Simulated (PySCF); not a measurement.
# SeF: from the state search to spectroscopic constants

An exercise on one series of results from a longer session: the logs are not shown, and one member is left open.

Computed with PySCF 2.14.0. Level: Se def2-SVPD, F def2-SVPD, no relativity.

Set-up of the first run:

A driver script around PySCF takes these settings:

```json
{
 "atoms": "Se, F",
 "charge": "0",
 "basis": "Se def2-SVPD, F def2-SVPD",
 "Hamiltonian": "no relativity",
 "basis functions": "64",
 "electrons treated": "43",
 "masses in u": "79.9165, 18.9984",
 "levels": "PBE0, PBE, r²SCAN, M06-2X, TPSS, TPSSh, HF, MP2, SCS-MP2, CCSD, CCSD(T)",
 "grid": "80 radial by 434 angular points",
 "occupations": "held fixed by the projection of orbital angular momentum",
 "dissociation limit": "Se + F, each in its ground configuration",
 "starting distance in angstrom": "1.730",
 "values of 2S to try": "1, 3"
}
```

Run with:

```
OMP_NUM_THREADS=1 python dia.py task.json out
```

Steps of the session up to this table: The job; PBE0 along the bond; Higher solutions at PBE0; PBE (GGA); r²SCAN (meta-GGA); M06-2X (hybrid meta-GGA); TPSS (meta-GGA); TPSSh (hybrid meta-GGA); UHF (mean field); Correlated methods on the Hartree–Fock reference.

One table of the session follows, with a row left open; its other results are not shown here.

Differences from CCSD(T) in the same basis:

```
      level  Re (mÅ)  ωe (%)
        UHF        ?       ?
    UHF-MP2       -5    +2.1
UHF-SCS-MP2       -3    +1.1
   UHF-CCSD       -8    +3.0
        PBE       +6    -0.7
       TPSS       -1    +1.1
     r²SCAN      -14    +3.2
      TPSSh      -12    +3.5
       PBE0      -22    +5.7
     M06-2X      -25    +8.5
```

**Question.** Estimate the row for UHF.

**Answer.** Re (mÅ): -46; ωe (%): +12.2. In the column «Re (mÅ)» it is the lowest.
